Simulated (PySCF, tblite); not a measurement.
# Al2GeH4O6, a small gas-phase stand-in for a defect centre: NMR shifts, core binding energies and electronic excitations, part 2 of 2

tblite 0.8.0 and PySCF 2.14.0. Atoms count from 0, parts from 1. Earlier steps stand in the parts before.

## 5. X-ray photoelectron lines: SCAN, X2C

Job settings and geometry (Å):

```
{"job": {"kind": "xps", "holes": 5}, "charge": 0, "multiplicity": 1}
Ge    -2.297127    -1.083535    -1.383719
O     -1.841860    -0.436964     0.171944
Al    -0.626109     0.211849     1.254285
O     -0.992172     1.741480     1.948704
O      0.254385    -0.891260     2.240794
O     -0.698513    -0.851204    -2.246664
Al     0.759158    -0.258148    -1.653193
O      2.293969    -0.215041    -2.346468
O      0.775235     0.460123    -0.046117
H     -1.807761     2.195821     1.734902
H      0.032350    -0.995868     3.166723
H      2.537509    -0.567267    -3.203562
H      1.620912     0.672548     0.370196
```

Level: delta-SCF UKS SCAN, pcX-2 on the ionised atom, pcseg-1 elsewhere, spin-free X2C.

The program printed:

```text
ground state, core basis on atom 1 (O), 198 functions
  cycle   1  E = -3033.21896365  |g| = 1.85e+00
  cycle   2  E = -3029.71709023  |g| = 4.13e+00
  cycle   3  E = -3033.67170970  |g| = 9.29e-01
  cycle   4  E = -3033.84647034  |g| = 2.95e-01
  cycle   5  E = -3033.85561444  |g| = 1.82e-01
  cycle   6  E = -3033.86129957  |g| = 7.24e-02
  cycle   7  E = -3033.86246085  |g| = 1.61e-02
  cycle   8  E = -3033.86250160  |g| = 6.21e-03
  cycle   9  E = -3033.86250965  |g| = 2.53e-03
  cycle  10  E = -3033.86250984  |g| = 7.37e-04
  cycle  11  E = -3033.86250989  |g| = 1.46e-04
  E(ground) = -3034.07596086 Eh
hole in O 1s of atom 1
  cycle   1  E = -3013.29159012  |g| = 2.24e+00
  cycle   2  E = -3012.69302929  |g| = 2.30e+00
  cycle   3  E = -3014.01366367  |g| = 6.03e-01
  cycle   4  E = -3013.89736087  |g| = 7.72e-01
  cycle   5  E = -3014.14007761  |g| = 1.38e-01
  cycle   6  E = -3014.14599144  |g| = 7.76e-02
  cycle   7  E = -3014.14819727  |g| = 1.28e-02
  cycle   8  E = -3014.14826116  |g| = 5.75e-03
  cycle   9  E = -3014.14827181  |g| = 2.39e-03
  cycle  10  E = -3014.14827423  |g| = 6.20e-04
  cycle  11  E = -3014.14827691  |g| = 3.86e-04
  E(ion) = -3014.36272595 Eh   <S^2> = 0.7642   hole on atom = 1.000   binding energy = 536.424 eV
ground state, core basis on atom 2 (Al), 209 functions
  cycle   1  E = -3033.91064752  |g| = 2.73e-01
  cycle   2  E = -3033.89610943  |g| = 3.02e-01
  cycle   3  E = -3033.90398994  |g| = 2.18e-01
  cycle   4  E = -3033.91353410  |g| = 4.88e-02
  cycle   5  E = -3033.91395263  |g| = 2.03e-02
  cycle   6  E = -3033.91403703  |g| = 1.60e-03
  cycle   7  E = -3033.91403351  |g| = 9.09e-04
  cycle   8  E = -3033.91403340  |g| = 3.54e-04
  E(ground) = -3034.09452854 Eh
hole in Al 2p of atom 2
  cycle   1  E = -3030.69630885  |g| = 1.09e+00
  cycle   2  E = -3030.67587261  |g| = 9.33e-01
  cycle   3  E = -3030.92071876  |g| = 3.18e-01
  cycle   4  E = -3030.95713342  |g| = 1.40e-01
  cycle   5  E = -3030.96215021  |g| = 7.63e-02
  cycle   6  E = -3030.96404245  |g| = 3.50e-02
  cycle   7  E = -3030.96454720  |g| = 5.35e-03
  cycle   8  E = -3030.96455713  |g| = 3.03e-03
  cycle   9  E = -3030.96455997  |g| = 8.49e-04
  cycle  10  E = -3030.96455961  |g| = 2.61e-04
  E(ion) = -3031.15132927 Eh   <S^2> = 0.7514   hole on atom = 1.004   binding energy = 80.089 eV
  2p3/2 = 79.778 eV   2p1/2 = 80.248 eV
ground state, core basis on atom 3 (O), 198 functions
  cycle   1  E = -3033.86076861  |g| = 9.90e-02
  cycle   2  E = -3033.86018506  |g| = 6.94e-02
  cycle   3  E = -3033.86037583  |g| = 6.13e-02
  cycle   4  E = -3033.86103107  |g| = 5.49e-03
  cycle   5  E = -3033.86103485  |g| = 2.86e-03
  cycle   6  E = -3033.86103665  |g| = 5.16e-04
  cycle   7  E = -3033.86103409  |g| = 2.33e-04
  E(ground) = -3034.07473737 Eh
hole in O 1s of atom 3
  cycle   1  E = -3013.30970060  |g| = 2.22e+00
  cycle   2  E = -3011.39058664  |g| = 2.46e+00
  cycle   3  E = -3013.85356173  |g| = 7.30e-01
  cycle   4  E = -3013.94924562  |g| = 6.46e-01
  cycle   5  E = -3014.08957666  |g| = 2.73e-01
  cycle   6  E = -3014.11861369  |g| = 7.65e-02
  cycle   7  E = -3014.12041596  |g| = 3.89e-02
  cycle   8  E = -3014.12100741  |g| = 7.64e-03
  cycle   9  E = -3014.12103347  |g| = 4.39e-03
  cycle  10  E = -3014.12104142  |g| = 1.38e-03
  cycle  11  E = -3014.12103882  |g| = 2.67e-04
  E(ion) = -3014.33639850 Eh   <S^2> = 0.7614   hole on atom = 1.000   binding energy = 537.108 eV
ground state, core basis on atom 4 (O), 198 functions
  cycle   1  E = -3033.86053711  |g| = 1.15e-01
  cycle   2  E = -3033.85827772  |g| = 1.32e-01
  cycle   3  E = -3033.86103253  |g| = 4.74e-02
  cycle   4  E = -3033.86141374  |g| = 1.37e-02
  cycle   5  E = -3033.86144610  |g| = 3.63e-03
  cycle   6  E = -3033.86144779  |g| = 1.00e-03
  cycle   7  E = -3033.86145219  |g| = 1.40e-04
  E(ground) = -3034.07510930 Eh
hole in O 1s of atom 4
  cycle   1  E = -3013.30926647  |g| = 2.22e+00
  cycle   2  E = -3011.37583401  |g| = 2.44e+00
  cycle   3  E = -3013.84688894  |g| = 7.12e-01
  cycle   4  E = -3013.99643620  |g| = 5.42e-01
  cycle   5  E = -3014.07977311  |g| = 3.05e-01
  cycle   6  E = -3014.11616118  |g| = 7.65e-02
  cycle   7  E = -3014.11783052  |g| = 4.54e-02
  cycle   8  E = -3014.11865110  |g| = 8.33e-03
  cycle   9  E = -3014.11868585  |g| = 2.87e-03
  cycle  10  E = -3014.11868590  |g| = 1.66e-03
  cycle  11  E = -3014.11868855  |g| = 3.14e-04
  E(ion) = -3014.33418582 Eh   <S^2> = 0.7614   hole on atom = 1.000   binding energy = 537.178 eV
ground state, core basis on atom 5 (O), 198 functions
  cycle   1  E = -3033.86050240  |g| = 1.28e-01
  cycle   2  E = -3033.85305288  |g| = 2.18e-01
  cycle   3  E = -3033.86131578  |g| = 6.18e-02
  cycle   4  E = -3033.86172477  |g| = 4.05e-02
  cycle   5  E = -3033.86204706  |g| = 6.20e-03
  cycle   6  E = -3033.86205158  |g| = 2.12e-03
  cycle   7  E = -3033.86204943  |g| = 2.38e-04
  E(ground) = -3034.07608421 Eh
hole in O 1s of atom 5
  cycle   1  E = -3013.26971439  |g| = 2.24e+00
  cycle   2  E = -3010.61352743  |g| = 2.74e+00
  cycle   3  E = -3013.49052064  |g| = 1.19e+00
  cycle   4  E = -3014.06488232  |g| = 3.96e-01
  cycle   5  E = -3014.08318567  |g| = 3.18e-01
  cycle   6  E = -3014.11547649  |g| = 1.41e-01
  cycle   7  E = -3014.12385796  |g| = 2.85e-02
  cycle   8  E = -3014.12414152  |g| = 1.36e-02
  cycle   9  E = -3014.12421039  |g| = 2.67e-03
  cycle  10  E = -3014.12421306  |g| = 1.26e-03
  cycle  11  E = -3014.12421347  |g| = 8.41e-04
  cycle  12  E = -3014.12421393  |g| = 2.00e-04
  E(ion) = -3014.33987925 Eh   <S^2> = 0.7650   hole on atom = 1.000   binding energy = 537.049 eV
```

Wall time 29 s (1 thread of AMD EPYC 9R45, shared host); peak memory 0.78 GiB.

Binding energies by hole, beside the orbital energy of the ground state; the difference holds orbital relaxation and, for a density functional, its self-interaction error:

| hole | stands for | environment | ΔSCF (eV; 2p as the shell's mean) | −ε (eV) | ⟨S²⟩ |
| --- | --- | --- | --- | --- | --- |
| O1s on O1 | O1 | oxygen bonded to Al, Ge | 536.42 | 515.7 | 0.764 |
| Al2p on Al2 | Al2 | aluminium bonded to 4 O | 79.93 | 69.9 | 0.751 |
| O1s on O3 | O3 | oxygen bonded to Al, H | 537.11 | 515.2 | 0.761 |
| O1s on O4 | O4 | oxygen bonded to Al, H | 537.18 | 515.2 | 0.761 |
| O1s on O5 | O5 | oxygen bonded to Al, Ge | 537.05 | 516.3 | 0.765 |

With the spin-orbit splitting: Al2 2p3/2 79.78, 2p1/2 80.25 eV. The table gives each 2p level as the mean over the whole 2p shell (two parts 2p3/2, one part 2p1/2), which differs a little from the single hole in the log.

## 6. Ultraviolet spectrum: CAM-B3LYP/def2-SVPD

The job, as its differences from that of step 5:

```diff
@@ -1,2 +1,2 @@
-{"job": {"kind": "xps", "holes": 5}, "charge": 0, "multiplicity": 1}
+{"job": {"kind": "uv", "xc": "CAM-B3LYP", "basis": "def2-SVPD", "nstates": 6, "ntriplets": 2, "ip": true}, "charge": 0, "multiplicity": 1}
 Ge    -2.297127    -1.083535    -1.383719
```

With the program's defaults for keys left out, this is: TDDFT CAM-B3LYP/def2-SVPD, vertical, gas phase, core orbitals frozen in the response.

The program printed:

```text
coarse grid: 61088 points
cycle   1  E = -3014.7781447954  dE =  3.980e-01  |g| = 1.731e+00  |ddm| = 6.513e+00
cycle   2  E = -3014.1042082398  dE =  6.739e-01  |g| = 2.565e+00  |ddm| = 9.076e+00
cycle   3  E = -3015.3399114330  dE = -1.236e+00  |g| = 2.111e-01  |ddm| = 5.582e+00
cycle   4  E = -3015.3458428980  dE = -5.931e-03  |g| = 1.266e-01  |ddm| = 5.816e-01
cycle   5  E = -3015.3487847415  dE = -2.942e-03  |g| = 2.114e-02  |ddm| = 1.919e-01
cycle   6  E = -3015.3488505471  dE = -6.581e-05  |g| = 1.115e-02  |ddm| = 5.254e-02
cycle   7  E = -3015.3488749524  dE = -2.441e-05  |g| = 2.584e-03  |ddm| = 1.870e-02
cycle   8  E = -3015.3488765301  dE = -1.578e-06  |g| = 1.057e-03  |ddm| = 8.241e-03
final grid: 125560 points
cycle   9  E = -3015.3488877239  dE = -8.997e-09  |g| = 1.337e-03  |ddm| = 8.276e-03
cycle  10  E = -3015.3488874091  dE =  3.148e-07  |g| = 1.897e-03  |ddm| = 4.322e-03
cycle  11  E = -3015.3488880226  dE = -6.135e-07  |g| = 1.588e-04  |ddm| = 2.423e-03
cycle  12  E = -3015.3488880267  dE = -4.042e-09  |g| = 3.208e-05  |ddm| = 2.904e-04
cycle  13  E = -3015.3488880270  dE = -3.402e-10  |g| = 2.275e-05  |ddm| = 1.178e-04
converged SCF energy = -3015.3488880270

Static polarisability (au): isotropic 90.209, principal 76.156 96.509 97.960

Singlet excitations
state   eV       nm        f      main configurations
  1   5.1369    241.4   0.07389   H->L+1 0.49, H->L 0.45
  2   5.6406    219.8   0.01054   H-3->L+1 0.38, H-3->L 0.34
  3   6.0501    204.9   0.13358   H->L 0.46, H->L+1 0.42
  4   6.3050    196.6   0.02447   H-2->L+1 0.14, H-4->L 0.13, H-1->L 0.12
  5   6.6330    186.9   0.01070   H-1->L+1 0.28, H-1->L 0.26, H-2->L+1 0.09
  6   6.6691    185.9   0.01790   H-3->L 0.27, H-3->L+1 0.21, H-2->L 0.18

Triplet excitations (Tamm-Dancoff, eV): 3.5006 5.4219
Vertical ionisation energy (delta-SCF) = 9.9321 eV
Vertical electron affinity (delta-SCF) = 0.0678 eV
```

Wall time 5 min (1 thread of AMD EPYC 9R45, shared host); peak memory 1.4 GiB.

Frontier orbitals and where they lie:

| orbital | eV | atoms |
| --- | --- | --- |
| HOMO−3 | -10.09 | O1 46 %, O5 23 %, O3 14 % |
| HOMO−2 | -9.79 | O3 40 %, O4 34 %, O1 11 % |
| HOMO−1 | -9.71 | O3 40 %, O4 38 %, O1 9 % |
| HOMO | -9.01 | Ge0 53 %, O1 19 %, O5 16 % |
| LUMO | -0.63 | Ge0 32 %, Al6 30 %, O5 10 % |
| LUMO+1 | -0.61 | Ge0 37 %, Al6 26 %, O5 10 % |
| LUMO+2 | 0.59 | Al2 44 %, Al6 6 %, O3 6 % |

With each of the 6 states as a Gaussian band of 0.4 eV half-width at 1/e, the curve within the window shown has maxima at 240 nm (ε 3,100), 204 nm (ε 6,400) L/(mol cm). Beyond the last state computed it falls off for lack of states. The curve at chosen wavelengths:

(nm, ε (L/mol/cm)): (178, 717), (182, 1318), (186, 2080), (189, 2794), (193, 3971), (197, 5237), (201, 6166), (205, 6354), (208, 5962), (212, 4962), (216, 3840), (220, 2984), (224, 2569), (227, 2528), (231, 2706), (235, 2961), (239, 3113), (243, 3063), (246, 2883), (250, 2494), (254, 2013), (258, 1523), (262, 1087), (265, 814), (269, 531), (273, 331)

Ground-state properties from the same run:

| property | computed |
| --- | --- |
| dipole moment (D) | 3.36 |
| polarisability (Å³) | 13.37 |
| HOMO–LUMO gap (eV) | 8.37 |
| −ε(HOMO) (eV) | 9.01 |

## 7. What came out

This closing draws on all 2 parts.

| quantity | value |
| --- | --- |
| point group | C1 |
| rotational constants (main isotopes) | 0.89, 0.76, 0.47 GHz |
| ¹H shifts against TMS (PBE0/pcSseg-1) | 2.75, 1.75, 0.46, 0.32 ppm |
| ⁷³Ge shifts against GeMe4 (PBE0/pcSseg-1) | 86 ppm |
| ¹⁷O shifts against H2O (PBE0/pcSseg-1) | 280.1, 215.3, 41.8, 13.1, 11.6, 10.6 ppm |
| ²⁷Al shifts against AlH4- (PBE0/pcSseg-1) | 12.3, -9.7 ppm |
| O1s binding energies, SCAN/pcX-2 (standing for 4 of 6 atoms) | O4 537.18, O3 537.11, O5 537.05, O1 536.42 eV |
| Al2p binding energies, SCAN/pcX-2 (standing for 1 of 2 atoms) | Al2 79.93 eV |
| lowest singlet (CAM-B3LYP/def2-SVPD) | 5.14 eV (241 nm), f = 0.074 |
| brightest single state of those computed | state 3, 6.05 eV, f = 0.134 |
| lowest triplet | 3.50 eV |
| vertical ionisation energy (ΔSCF) | 9.93 eV |
| vertical electron affinity (ΔSCF) | 0.07 eV |

What this shows: On relaxing, metal atoms bound new neighbours (Al2–O8). The start of the PBE0/def2-SVP relaxation was shaken at random by about 0.01 Å, so part of the energy gained, and of the first lengths quoted, undoes that. Over 29 steps the energy fell by 0.454 eV; of the close pairs, Al2–O3 changed most, 1.660 to 1.719 Å (PBE0/def2-SVP). At PBE0/pcSseg-1: The largest span, 896 ppm, is at Ge0, where the paramagnetic term is -1510 ppm. At SCAN/pcX-2: O4 (oxygen bonded to Al, H) binds its O1s electron 0.75 eV more tightly than O1 (oxygen bonded to Al, Ge). Only 4 of the 6 O atoms are covered by sound results. The first singlet state (HOMO→LUMO+1 0.49, HOMO→LUMO 0.45) lies at 5.14 eV and is bright; of the 6 states computed, the strongest absorption comes from state 3 at 6.05 eV. The lowest triplet lies 1.64 eV below the lowest singlet (triplets in Tamm-Dancoff, singlets in full TDDFT). ΔSCF puts the ionisation energy at 9.93 eV, 0.92 eV above −ε(HOMO). Spin-orbit coupling is left out, which matters for shieldings and couplings at and beside the heavy atoms. A capped cluster stands for the solid here, so long-range fields and strain are missing, and bands or shifts of the capping hydrogens have no counterpart in it.
